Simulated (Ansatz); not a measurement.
**Mg2TeS: a single-point run**

Aim: a sound single-point run of Mg2TeS. The structure is shown as the input types it. The cell is built on a prototype (ordering on rocksalt) and needn't be the phase found in nature.

Program: Ansatz 0.2.0. Level of theory: density functional or hybrid calculation with the settings of its input, plane waves (as first typed). These are calculated values, not measurements.

4 further runs of the same task are left out: 4 that didn't finish.

### 1 The structure to begin with

Symmetry: R-3m, No. 166, trigonal system. Conventional cell: a = 3.948 Å, b = 3.948 Å, c = 19.403 Å, α = 90.00°, β = 90.00°, γ = 120.00°. Around S (site symmetry -3m) lie 6 Mg at 2.70 Å. Te (site symmetry -3m) has 6 Mg at 2.90 Å as nearest neighbours. Around Mg (site symmetry 3m) lie 3 S at 2.70 Å and 3 Te at 2.90 Å.

Coordinates:

```
S Te Mg
1.0
     1.97411    1.13975    6.46765
    -1.97411    1.13975    6.46765
     0.00000   -2.27951    6.46765
S Te Mg
1 1 2
Direct
  0.00000 0.00000 0.00000
  0.50000 0.50000 0.50000
  0.25865 0.25865 0.25865
  0.74135 0.74135 0.74135
```

### 2 Running it

input.yaml

```yaml
crystal:
  lattice:
    - [1.9741106305, 1.139753304, 6.4676540055]
    - [-1.9741106305, 1.139753304, 6.4676540055]
    - [0.0, -2.2795066078, 6.4676540055]
  atoms:
    - { symbol: S, position: [1.0, 0.0, 0.0] }
    - { symbol: Te, position: [0.5, 0.5, 0.5] }
    - { symbol: Mg, position: [0.2586497307, 0.2586497307, 0.2586497307] }
    - { symbol: Mg, position: [0.7413502693, 0.7413502693, 0.7413502693] }
kpoints:
  mp_grid: { grid: [6, 6, 6] }
hamiltonian:
  xc: r2scan
scf:
  occupations: { method: methfessel_paxton, width: 1.5 }
  n_extra_bands: 5
output:
  forces: true
  stress: true
  eigenvalues: true
```

Launch:

```console
ansatz run input.yaml --threads 4 --pin off --max-ram 3686MiB --backend cpu --events-out ev --progress --plain --runs-dir out
```

Q: Will this input give a usable result? If not, why, and what should change?

The program finished normally. That alone doesn't make the input a sound one.

In the input, scf.occupations.method is methfessel_paxton; scf.occupations.width is 1.5. The width is far wider than usual, so occupations near the Fermi level are blurred and the entropy term grows.

Run again and compare: delete scf.occupations.width (the default then holds) and set scf.occupations.method to fixed.
